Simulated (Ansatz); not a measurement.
# TiN+ (septet): the correlation ladder, def2-QZVPP

An exercise on one series of results from a longer session: the logs are not shown, and one member is left open.

Method: def2-QZVPP, core rule «outside noble gas», up to 10 orbitals frozen; program: Ansatz 0.2.0, Gaussian basis.

Plan: UHF; ROHF; CCSD(T) on UHF.

**What is computed**

The geometry is a PBE0/def2-TZVP stationary point (not a proven minimum) of the parent state, kept for this charge and spin.

2 atoms, charge 1, spin multiplicity 7.

Atoms are counted from 1 here; the program's logs count them from 0.

Bond lengths: Ti1–N2 2.040 Å.

Set-up of the first run:

Contents of in.yaml:

```yaml
crystal:
  periodic: [false, false, false]
  atoms:
    - {symbol: Ti, position_ang: [0.000000, 0.000000, 0.000000]}
    - {symbol: N, position_ang: [0.000000, 0.000000, 2.039600]}
basis:
  gaussian: {orbitals: "def2-QZVPP.json"}
total_charge: 1
magnetization: {spin_polarized: true, initial_magnetization: 6}
hamiltonian: {xc: hf}
output: {orbitals: {seedname: orbitals}}
```

On the command line:

```bash
> ansatz run in.yaml --threads 1 --pin off --events-out ev --progress --plain --max-ram 2816MiB --backend cpu
```

Among the steps run: UHF; ROHF; CCSD(T) on UHF.

One of the session's tables, all rows but one given; the rest of the session is left out.

```
  method  from UCCSD(T) (meV)
    ROHF              +4291.6
     UHF              +4077.6
    UMP2                    ?
   UCCSD               +105.0
UCCSD(T)                    0
```

Estimate the missing values for UMP2.

As computed: from UCCSD(T) (meV): +705.3. In the column «from UCCSD(T) (meV)» it lies between UCCSD (+105.0) and UHF (+4077.6).
